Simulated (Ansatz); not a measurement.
# TiH+ (triplet): from Hartree-Fock to the top rungs, def2-TZVPP

One table from this session's results is given with a row withheld; the runs are named, their logs left out.

Method: def2-TZVPP, core rule «outside noble gas», up to 9 orbitals frozen; program: Ansatz 0.2.0, Gaussian basis.

To be run: UHF; ROHF; CCSD(T) on UHF.

2 further runs of the same task are left out: 2 set aside as unsound or not needed.

### What is computed

The geometry is a PBE0/def2-TZVP stationary point (not a proven minimum).

2 atoms, charge 1, spin multiplicity 3.

Atoms are counted from 1 here; the program's logs count them from 0.

Bond lengths: Ti1–H2 1.694 Å.

The first run:

in.yaml

```yaml
crystal:
  periodic: [false, false, false]
  atoms:
    - {symbol: Ti, position_ang: [0.000000, 0.000000, 0.000000]}
    - {symbol: H, position_ang: [0.000000, 0.000000, 1.694400]}
basis:
  gaussian: {orbitals: def2-TZVPP}
total_charge: 1
magnetization: {spin_polarized: true, initial_magnetization: 2}
hamiltonian: {xc: hf}
output: {orbitals: {seedname: orbitals}}
```

Command:

```
ansatz run in.yaml --threads 1 --pin off --events-out ev --progress --plain --max-ram 4096MiB --backend cpu
```

Among the steps run: UHF; ROHF; CCSD(T) on UHF.

One of the session's tables, all rows but one given; the rest of the session is left out.

It belongs to the step «Misses and costs». 

```
  method  from UCCSD(T) (kcal/mol)
    ROHF                    +39.09
     UHF                    +35.98
    UMP2                         ?
   UCCSD                     +0.72
UCCSD(T)                         0
```

Q: Estimate the row for UMP2 from the others.

**Answer.** from UCCSD(T) (kcal/mol): +8.73. In the column «from UCCSD(T) (kcal/mol)» it lies between UCCSD (+0.72) and UHF (+35.98).
